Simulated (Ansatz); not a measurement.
# NH3 with AsH3: superposition error and deformation, part 2 of 3

Ansatz 0.2.0, Gaussian basis. The steps go on from the part before.

## Step 13: CCSD(T)/def2-TZVPPD

The inputs:

a/in.yaml

```yaml
crystal:
  periodic: [false, false, false]
  atoms:
    - {symbol: N, position_ang: [0.067787, 0.106863, -1.573633]}
    - {symbol: H, position_ang: [0.770932, -0.512739, -1.957113]}
    - {symbol: H, position_ang: [-0.805313, -0.104536, -2.041157]}
    - {symbol: H, position_ang: [0.327623, 1.050250, -1.834136]}
basis:
  gaussian: {orbitals: "def2-TZVPPD.json"}
correlation: {method: ccsd_t}
```

b/in.yaml

```yaml
crystal:
  periodic: [false, false, false]
  atoms:
    - {symbol: As, position_ang: [0.333019, 0.285795, 1.641216]}
    - {symbol: H, position_ang: [-1.152692, 0.373665, 1.340880]}
    - {symbol: H, position_ang: [0.385425, -1.193341, 1.302561]}
    - {symbol: H, position_ang: [0.073219, -0.006057, 3.121382]}
basis:
  gaussian: {orbitals: "def2-TZVPPD.json"}
correlation: {method: ccsd_t}
```

Each run has its own folder and the same command.

Run with:

```console
$ ansatz run in.yaml --threads 4 --pin off --events-out ev --progress --plain --max-ram 9574MiB
```

Output in a (excerpt; [...] marks lines left out):

```text
Functional definition: HF
  name "HF"
  cite "Fock, Z. Phys. 61, 126 (1930) doi:10.1007/BF01340294"
  parent pbe
[...]
497 factors; integrals over basis functions are off by at most 8.2e-4 eV
[...]
mean field -1529.87708706 eV, -56.2219459616 hartree, gradient 4.9e-7 eV, S^2 0.000000; 0 other end points of the search recorded, 0 dependent functions left out
1 core orbitals not correlated: weight in the atoms' cores, before any rotation towards them, 1.000 or more for the frozen orbitals, at most 0.000 for the correlated occupied ones
reference -1529.87708706 eV, -56.2219459616 hartree; 4, 4 occupied and 83, 83 virtual orbitals, 497 factors
second order -6.43502833 eV of doubles, -0.00000000 eV of singles
cycle   1  -6.61103469 eV  change   -1.8e-1 eV  update   4.2e-2
[...]
cycle   9  -6.76729994 eV  change    3.2e-6 eV  update   5.7e-6
perturbative correction -0.21605624 eV, -0.0079399202 hartree
Total energy: -1536.86044324 eV, -56.4785795675 hartree
```

Log of b (excerpt; [...] marks lines left out):

```text
[... 4 set-up lines as earlier in the session ...]
[...]
602 factors; integrals over basis functions are off by at most 8.2e-4 eV
[...]
mean field -60842.80079070 eV, -2235.9316883268 hartree, gradient 2.8e-6 eV, S^2 0.000000; 0 other end points of the search recorded, 0 dependent functions left out
9 core orbitals not correlated: weight in the atoms' cores, before any rotation towards them, 1.000 or more for the frozen orbitals, at most 0.000 for the correlated occupied ones
reference -60842.80079070 eV, -2235.9316883268 hartree; 9, 9 occupied and 87, 87 virtual orbitals, 602 factors
second order -7.86063017 eV of doubles, -0.00000000 eV of singles
cycle   1  -8.03313967 eV  change   -1.7e-1 eV  update   6.8e-2
[...]
cycle   8  -8.34463564 eV  change   -1.6e-5 eV  update   1.8e-5
perturbative correction -0.26789666 eV, -0.0098450207 hartree
Total energy: -60851.41332300 eV, -2236.2481930509 hartree
```

Wall times: 0.55 s (a), 2.7 s (b) on 4 threads of Arm Neoverse V1, shared host.

## Step 14: Relaxing NH3 alone

relax-a/in.yaml reads:

```yaml
crystal:
  periodic: [false, false, false]
  atoms:
    - {symbol: N, position_ang: [0.067787, 0.106863, -1.573633]}
    - {symbol: H, position_ang: [0.770932, -0.512739, -1.957113]}
    - {symbol: H, position_ang: [-0.805313, -0.104536, -2.041157]}
    - {symbol: H, position_ang: [0.327623, 1.050250, -1.834136]}
basis:
  gaussian: {orbitals: def2-TZVP}
hamiltonian: {xc: pbe0, dispersion: d4}
relax: {f_tol: 0.005, max_steps: 200}
```

Run with:

```console
$ ansatz run in.yaml --threads 4 --pin off --events-out ev --progress --plain --max-ram 9574MiB
```

The program printed (excerpt; [...] marks lines left out):

```text
[... 5 set-up lines as earlier in the session ...]
[...]
287 factors; their error is unknown
[...]
mean field -1537.79927441 eV, -56.5130809770 hartree, gradient 3.4e-5 eV, S^2 0.000000; 0 other end points of the search recorded, 0 dependent functions left out
[...]
Total energy: -1537.80844341 eV, -56.5134179313 hartree
Atom 0 at     0.068036     0.106673    -1.572101 Å, force    -0.001493    -0.000020     0.001142 eV/Å
Atom 1 at     0.770248    -0.512647    -1.957591 Å, force     0.000316     0.000322    -0.000651 eV/Å
Atom 2 at    -0.804051    -0.103906    -2.041596 Å, force     0.000637    -0.000028    -0.000019 eV/Å
Atom 3 at     0.326796     1.049718    -1.834751 Å, force     0.000540    -0.000274    -0.000473 eV/Å
Dipole moment:     0.027826     0.035395    -0.349637 e Å
```

Wall time 0.8 s (4 threads of Arm Neoverse V1, shared host).

Relaxation path:

```tsv
step	energy from step 1 (eV)	largest force component (eV/Å)
1	0.0000	0.0177
2	0.0000	0.0131
3	0.0000	0.0250
4	0.0000	0.0015
```

Distances of close pairs at the start and the end, largest changes first:

```tsv
bond	before (Å)	after (Å)	change (Å)
N1–H3	1.013	1.013	-0.000
N1–H2	1.013	1.013	-0.000
N1–H4	1.013	1.013	-0.000
```

## Step 15: Relaxing AsH3 alone

relax-b/in.yaml reads:

```yaml
crystal:
  periodic: [false, false, false]
  atoms:
    - {symbol: As, position_ang: [0.333019, 0.285795, 1.641216]}
    - {symbol: H, position_ang: [-1.152692, 0.373665, 1.340880]}
    - {symbol: H, position_ang: [0.385425, -1.193341, 1.302561]}
    - {symbol: H, position_ang: [0.073219, -0.006057, 3.121382]}
basis:
  gaussian: {orbitals: def2-TZVP}
hamiltonian: {xc: pbe0, dispersion: d4}
relax: {f_tol: 0.005, max_steps: 200}
```

Run with:

```console
$ ansatz run in.yaml --threads 4 --pin off --events-out ev --progress --plain --max-ram 9574MiB
```

The program printed (excerpt; [...] marks lines left out):

```text
[... 5 set-up lines as earlier in the session ...]
[...]
555 factors; their error is unknown
[...]
mean field -60882.34275840 eV, -2237.3848288371 hartree, gradient 5.1e-6 eV, S^2 0.000000; 0 other end points of the search recorded, 0 dependent functions left out
[...]
Total energy: -60882.37107403 eV, -2237.3858694173 hartree
Atom 0 at     0.336648     0.289095     1.646421 Å, force    -0.002081    -0.002082     0.000873 eV/Å
Atom 1 at    -1.152004     0.369245     1.341059 Å, force     0.001451     0.000322     0.000446 eV/Å
Atom 2 at     0.381074    -1.192648     1.302589 Å, force     0.000358     0.001456     0.000486 eV/Å
Atom 3 at     0.073254    -0.005631     3.115970 Å, force     0.000272     0.000304    -0.001805 eV/Å
Dipole moment:    -0.047718    -0.047402     0.022936 e Å
```

It took 1.5 s on 4 threads of Arm Neoverse V1, shared host.

Along the way:

```tsv
step	energy from step 1 (eV)	largest force component (eV/Å)
1	0.0000	0.1922
2	-0.0011	0.0209
3	-0.0012	0.0021
```

Distances of close pairs at the start and the end, largest changes first:

```tsv
bond	before (Å)	after (Å)	change (Å)
As1–H4	1.531	1.522	-0.009
As1–H2	1.518	1.522	+0.003
As1–H3	1.518	1.522	+0.003
```

## Step 16: PBE-D4/def2-TZVPPD

free-a/in.yaml reads:

```yaml
crystal:
  periodic: [false, false, false]
  atoms:
    - {symbol: N, position_ang: [0.068036, 0.106673, -1.572101]}
    - {symbol: H, position_ang: [0.770248, -0.512647, -1.957591]}
    - {symbol: H, position_ang: [-0.804051, -0.103906, -2.041596]}
    - {symbol: H, position_ang: [0.326796, 1.049718, -1.834751]}
basis:
  gaussian: {orbitals: "def2-TZVPPD.json"}
hamiltonian: {xc: pbe, dispersion: d4}
```

free-b/in.yaml reads:

```yaml
crystal:
  periodic: [false, false, false]
  atoms:
    - {symbol: As, position_ang: [0.336648, 0.289095, 1.646421]}
    - {symbol: H, position_ang: [-1.152004, 0.369245, 1.341059]}
    - {symbol: H, position_ang: [0.381074, -1.192648, 1.302589]}
    - {symbol: H, position_ang: [0.073254, -0.005631, 3.115970]}
basis:
  gaussian: {orbitals: "def2-TZVPPD.json"}
hamiltonian: {xc: pbe, dispersion: d4}
```

The same command starts each run, in its folder.

Run with:

```console
$ ansatz run in.yaml --threads 4 --pin off --events-out ev --progress --plain --max-ram 9574MiB
```

free-a printed (excerpt; [...] marks lines left out):

```text
[... 4 set-up lines as earlier in the session ...]
[...]
356 factors; their error is unknown
[...]
mean field -1537.78622509 eV, -56.5126014232 hartree, gradient 4.2e-5 eV, S^2 0.000000; 0 other end points of the search recorded, 0 dependent functions left out
reference -1537.78625218 eV, -56.5126024187 hartree; 5, 5 occupied and 83, 83 virtual orbitals, 356 factors
Total energy: -1537.79762988 eV, -56.5130205415 hartree
```

free-b printed (excerpt; [...] marks lines left out):

```text
[... 4 set-up lines as earlier in the session ...]
[...]
584 factors; their error is unknown
[...]
mean field -60880.52075759 eV, -2237.3178715422 hartree, gradient 3.7e-5 eV, S^2 0.000000; 0 other end points of the search recorded, 0 dependent functions left out
reference -60880.52078707 eV, -2237.3178726256 hartree; 18, 18 occupied and 87, 87 virtual orbitals, 584 factors
Total energy: -60880.55400843 eV, -2237.3190934881 hartree
```

Wall times: 0.25 s (free-a), 0.41 s (free-b) on 4 threads of Arm Neoverse V1, shared host.

## Step 17: r2SCAN-D4/def2-TZVPPD

Each input of step 16 (free-a, free-b) changes in the same lines:

```diff
-hamiltonian: {xc: pbe, dispersion: d4}
+hamiltonian: {xc: r2scan, dispersion: d4}
```

One command serves all of them, each in its own folder.

Run with:

```console
$ ansatz run in.yaml --threads 4 --pin off --events-out ev --progress --plain --max-ram 9574MiB
```

Log of free-a (excerpt; [...] marks lines left out):

```text
[... 5 set-up lines as earlier in the session ...]
[...]
356 factors; their error is unknown
[...]
mean field -1538.79960857 eV, -56.5498425793 hartree, gradient 1.4e-5 eV, S^2 0.000000; 0 other end points of the search recorded, 0 dependent functions left out
reference -1538.79961655 eV, -56.5498428723 hartree; 5, 5 occupied and 83, 83 virtual orbitals, 356 factors
Total energy: -1538.80232944 eV, -56.5499425693 hartree
```

Log of free-b (excerpt; [...] marks lines left out):

```text
[... 5 set-up lines as earlier in the session ...]
[...]
584 factors; their error is unknown
[...]
mean field -60889.56853607 eV, -2237.6503712685 hartree, gradient 3.1e-5 eV, S^2 0.000000; 0 other end points of the search recorded, 0 dependent functions left out
reference -60889.56854424 eV, -2237.6503715690 hartree; 18, 18 occupied and 87, 87 virtual orbitals, 584 factors
Total energy: -60889.57578934 eV, -2237.6506378214 hartree
```

Wall times: 0.56 s (free-a), 0.95 s (free-b) on 4 threads of Arm Neoverse V1, shared host.

## Step 18: PBE0-D4/def2-TZVPPD

The same edit goes into each in.yaml of step 17 (free-a, free-b):

```diff
-hamiltonian: {xc: r2scan, dispersion: d4}
+hamiltonian: {xc: pbe0, dispersion: d4}
+output: {orbitals: {seedname: orbitals}}
```

The same command starts each run, in its folder.

Run with:

```console
$ ansatz run in.yaml --threads 4 --pin off --events-out ev --progress --plain --max-ram 9574MiB
```

Output in free-a (excerpt; [...] marks lines left out):

```text
[... 5 set-up lines as earlier in the session ...]
[...]
356 factors; their error is unknown
[...]
mean field -1537.91284221 eV, -56.5172545165 hartree, gradient 3.0e-5 eV, S^2 0.000000; 0 other end points of the search recorded, 0 dependent functions left out
reference -1537.91286208 eV, -56.5172552466 hartree; 5, 5 occupied and 83, 83 virtual orbitals, 356 factors
Total energy: -1537.92197765 eV, -56.5175902376 hartree
```

free-b printed (excerpt; [...] marks lines left out):

```text
[... 5 set-up lines as earlier in the session ...]
[...]
614 factors; their error is unknown
[...]
mean field -60882.37618445 eV, -2237.3860572217 hartree, gradient 3.7e-5 eV, S^2 0.000000; 0 other end points of the search recorded, 0 dependent functions left out
reference -60882.37620740 eV, -2237.3860580651 hartree; 18, 18 occupied and 87, 87 virtual orbitals, 614 factors
Total energy: -60882.40328873 eV, -2237.3870532857 hartree
```

Wall times: 0.25 s (free-a), 0.86 s (free-b) on 4 threads of Arm Neoverse V1, shared host.

## Step 19: B3LYP-D4/def2-TZVPPD

The same edit goes into each in.yaml of step 18 (free-a, free-b):

```diff
-hamiltonian: {xc: pbe0, dispersion: d4}
-output: {orbitals: {seedname: orbitals}}
+hamiltonian: {xc: {name: B3LYP}, dispersion: d4}
```

The same command starts each run, in its folder.

Run with:

```console
$ ansatz run in.yaml --threads 4 --pin off --events-out ev --progress --plain --max-ram 9574MiB
```

Output in free-a (excerpt; [...] marks lines left out):

```text
[... 6 set-up lines as earlier in the session ...]
[...]
356 factors; their error is unknown
[...]
mean field -1539.90013390 eV, -56.5902861389 hartree, gradient 1.2e-5 eV, S^2 0.000000; 0 other end points of the search recorded, 0 dependent functions left out
reference -1539.90029984 eV, -56.5902922370 hartree; 5, 5 occupied and 83, 83 virtual orbitals, 356 factors
Total energy: -1539.91836028 eV, -56.5909559463 hartree
```

Output in free-b (excerpt; [...] marks lines left out):

```text
[... 6 set-up lines as earlier in the session ...]
[...]
609 factors; their error is unknown
[...]
mean field -60891.23720360 eV, -2237.7116936695 hartree, gradient 3.9e-5 eV, S^2 0.000000; 0 other end points of the search recorded, 0 dependent functions left out
reference -60891.23739573 eV, -2237.7117007299 hartree; 18, 18 occupied and 87, 87 virtual orbitals, 609 factors
Total energy: -60891.29171600 eV, -2237.7136969631 hartree
```

They took 0.3 s (free-a), 1.5 s (free-b) on 4 threads of Arm Neoverse V1, shared host.

## Step 20: wB97X-V/def2-TZVPPD

Each input of step 19 (free-a, free-b) changes in the same lines:

```diff
-hamiltonian: {xc: {name: B3LYP}, dispersion: d4}
+hamiltonian: {xc: {name: wB97X-V}}
```

One command serves all of them, each in its own folder.

Run with:

```console
$ ansatz run in.yaml --threads 4 --pin off --events-out ev --progress --plain --max-ram 9574MiB
```

Output in free-a (excerpt; [...] marks lines left out):

```text
[... 5 set-up lines as earlier in the session ...]
[...]
      + integral(e_c_pw_opposite_spin*poly(b97_u_opposite, cos0, cos1)) + vv10(b, c)
356 factors; their error is unknown
117 factors; integrals over basis functions are off by at most 7.4e-6 eV
[...]
mean field -1539.18336950 eV, -56.5639455331 hartree, gradient 3.7e-6 eV, S^2 0.000000; 0 other end points of the search recorded, 0 dependent functions left out
reference -1539.18336817 eV, -56.5639454844 hartree; 5, 5 occupied and 83, 83 virtual orbitals, 356 factors
Total energy: -1539.18336817 eV, -56.5639454844 hartree
```

free-b printed (excerpt; [...] marks lines left out):

```text
[... 5 set-up lines as earlier in the session ...]
[...]
      + integral(e_c_pw_opposite_spin*poly(b97_u_opposite, cos0, cos1)) + vv10(b, c)
602 factors; their error is unknown
155 factors; integrals over basis functions are off by at most 1.6e-5 eV
[...]
mean field -60884.23919580 eV, -2237.4545216260 hartree, gradient 3.5e-5 eV, S^2 0.000000; 0 other end points of the search recorded, 0 dependent functions left out
reference -60884.23919438 eV, -2237.4545215737 hartree; 18, 18 occupied and 87, 87 virtual orbitals, 602 factors
Total energy: -60884.23919438 eV, -2237.4545215737 hartree
```

They took 0.7 s (free-a), 2.1 s (free-b) on 4 threads of Arm Neoverse V1, shared host.

## Step 21: wB97M-V/def2-TZVPPD

The same edit goes into each in.yaml of step 20 (free-a, free-b):

```diff
-hamiltonian: {xc: {name: wB97X-V}}
+hamiltonian: {xc: {name: wB97M-V}}
```

One command serves all of them, each in its own folder.

Run with:

```console
$ ansatz run in.yaml --threads 4 --pin off --events-out ev --progress --plain --max-ram 9574MiB
```

Log of free-a (excerpt; [...] marks lines left out):

```text
[... 5 set-up lines as earlier in the session ...]
  # Of w^i u^j: cxij and so on, Table III.
[...]
  gx(w, u) = 1 - cx + cx01*u + cx10*w
[...]
      + integral(e_c_pw_mod_opposite_spin*gos(b97_w_opposite, b97_u_opposite)) + vv10(b, c)
356 factors; their error is unknown
117 factors; integrals over basis functions are off by at most 7.4e-6 eV
[...]
mean field -1538.88754814 eV, -56.5530742988 hartree, gradient 2.4e-5 eV, S^2 0.000000; 0 other end points of the search recorded, 0 dependent functions left out
reference -1538.88758123 eV, -56.5530755147 hartree; 5, 5 occupied and 83, 83 virtual orbitals, 356 factors
Total energy: -1538.88758123 eV, -56.5530755147 hartree
```

free-b printed (excerpt; [...] marks lines left out):

```text
[... 5 set-up lines as earlier in the session ...]
  # Of w^i u^j: cxij and so on, Table III.
[...]
  gx(w, u) = 1 - cx + cx01*u + cx10*w
[...]
      + integral(e_c_pw_mod_opposite_spin*gos(b97_w_opposite, b97_u_opposite)) + vv10(b, c)
595 factors; their error is unknown
155 factors; integrals over basis functions are off by at most 1.6e-5 eV
[...]
mean field -60886.06672806 eV, -2237.5216821978 hartree, gradient 3.7e-5 eV, S^2 0.000000; 0 other end points of the search recorded, 0 dependent functions left out
reference -60886.06676305 eV, -2237.5216834839 hartree; 18, 18 occupied and 87, 87 virtual orbitals, 595 factors
Total energy: -60886.06676305 eV, -2237.5216834839 hartree
```

Times: 0.76 s (free-a), 2.9 s (free-b) on 4 threads of Arm Neoverse V1, shared host.

## Step 22: B2PLYP/def2-TZVPPD

The same edit goes into each in.yaml of step 21 (free-a, free-b):

```diff
-hamiltonian: {xc: {name: wB97M-V}}
+hamiltonian: {xc: {name: B2PLYP}}
```

Each run has its own folder and the same command.

Run with:

```console
$ ansatz run in.yaml --threads 4 --pin off --events-out ev --progress --plain --max-ram 9574MiB
```

Log of free-a (excerpt; [...] marks lines left out):

```text
[... 5 set-up lines as earlier in the session ...]
[...]
500 factors; integrals over basis functions are off by at most 7.8e-4 eV
[...]
mean field -1536.41571843 eV, -56.4622362324 hartree, gradient 1.7e-6 eV, S^2 0.000000; 0 other end points of the search recorded, 0 dependent functions left out
1 core orbitals not correlated: weight in the atoms' cores, before any rotation towards them, 1.000 or more for the frozen orbitals, at most 0.000 for the correlated occupied ones
reference -1536.41582202 eV, -56.4622400393 hartree; 4, 4 occupied and 83, 83 virtual orbitals, 500 factors
second order -7.69367992 eV of doubles, -0.00000000 eV of singles
Total energy: -1538.49311560 eV, -56.5385791702 hartree
```

free-b printed (excerpt; [...] marks lines left out):

```text
[... 5 set-up lines as earlier in the session ...]
[...]
602 factors; integrals over basis functions are off by at most 7.2e-4 eV
[...]
mean field -60877.06308993 eV, -2237.1908045995 hartree, gradient 8.7e-6 eV, S^2 0.000000; 0 other end points of the search recorded, 0 dependent functions left out
9 core orbitals not correlated: weight in the atoms' cores, before any rotation towards them, 1.000 or more for the frozen orbitals, at most 0.000 for the correlated occupied ones
reference -60877.06321492 eV, -2237.1908091929 hartree; 9, 9 occupied and 87, 87 virtual orbitals, 602 factors
second order -9.50616133 eV of doubles, -0.00000000 eV of singles
Total energy: -60879.62987848 eV, -2237.2851323389 hartree
```

Wall times: 0.4 s (free-a), 1.1 s (free-b) on 4 threads of Arm Neoverse V1, shared host.

## Step 23: BLYP-D4/def2-TZVPPD

The same edit goes into each in.yaml of step 22 (free-a, free-b):

```diff
-hamiltonian: {xc: {name: B2PLYP}}
+hamiltonian: {xc: {name: BLYP}, dispersion: d4}
```

Each run has its own folder and the same command.

Run with:

```console
$ ansatz run in.yaml --threads 4 --pin off --events-out ev --progress --plain --max-ram 9574MiB
```

free-a printed (excerpt; [...] marks lines left out):

```text
[... 4 set-up lines as earlier in the session ...]
[...]
356 factors; their error is unknown
[...]
mean field -1539.16534579 eV, -56.5632831741 hartree, gradient 2.4e-5 eV, S^2 0.000000; 0 other end points of the search recorded, 0 dependent functions left out
reference -1539.16557537 eV, -56.5632916111 hartree; 5, 5 occupied and 83, 83 virtual orbitals, 356 factors
Total energy: -1539.19302411 eV, -56.5643003337 hartree
```

Log of free-b (excerpt; [...] marks lines left out):

```text
[... 4 set-up lines as earlier in the session ...]
[...]
584 factors; their error is unknown
[...]
mean field -60891.03219603 eV, -2237.7041597802 hartree, gradient 2.0e-5 eV, S^2 0.000000; 0 other end points of the search recorded, 0 dependent functions left out
reference -60891.03244463 eV, -2237.7041689160 hartree; 18, 18 occupied and 87, 87 virtual orbitals, 584 factors
Total energy: -60891.11010337 eV, -2237.7070228222 hartree
```

They took 0.3 s (free-a), 0.76 s (free-b) on 4 threads of Arm Neoverse V1, shared host.

## Step 24: revPBE-D4/def2-TZVPPD

Each input of step 23 (free-a, free-b) changes in the same lines:

```diff
-hamiltonian: {xc: {name: BLYP}, dispersion: d4}
+hamiltonian: {xc: {name: revPBE}, dispersion: d4}
```

Each run has its own folder and the same command.

Run with:

```console
$ ansatz run in.yaml --threads 4 --pin off --events-out ev --progress --plain --max-ram 9574MiB
```

free-a printed (excerpt; [...] marks lines left out):

```text
[... 4 set-up lines as earlier in the session ...]
[...]
356 factors; their error is unknown
[...]
mean field -1539.33648931 eV, -56.5695725823 hartree, gradient 6.0e-5 eV, S^2 0.000000; 0 other end points of the search recorded, 0 dependent functions left out
reference -1539.33652322 eV, -56.5695738287 hartree; 5, 5 occupied and 83, 83 virtual orbitals, 356 factors
Total energy: -1539.39095537 eV, -56.5715741731 hartree
```

Log of free-b (excerpt; [...] marks lines left out):

```text
[... 4 set-up lines as earlier in the session ...]
[...]
584 factors; their error is unknown
[...]
mean field -60885.10035307 eV, -2237.4861685722 hartree, gradient 1.2e-5 eV, S^2 0.000000; 0 other end points of the search recorded, 0 dependent functions left out
reference -60885.10038945 eV, -2237.4861699091 hartree; 18, 18 occupied and 87, 87 virtual orbitals, 584 factors
Total energy: -60885.22166355 eV, -2237.4906266498 hartree
```

Times: 0.26 s (free-a), 0.65 s (free-b) on 4 threads of Arm Neoverse V1, shared host.

[end of part 2 of 3]
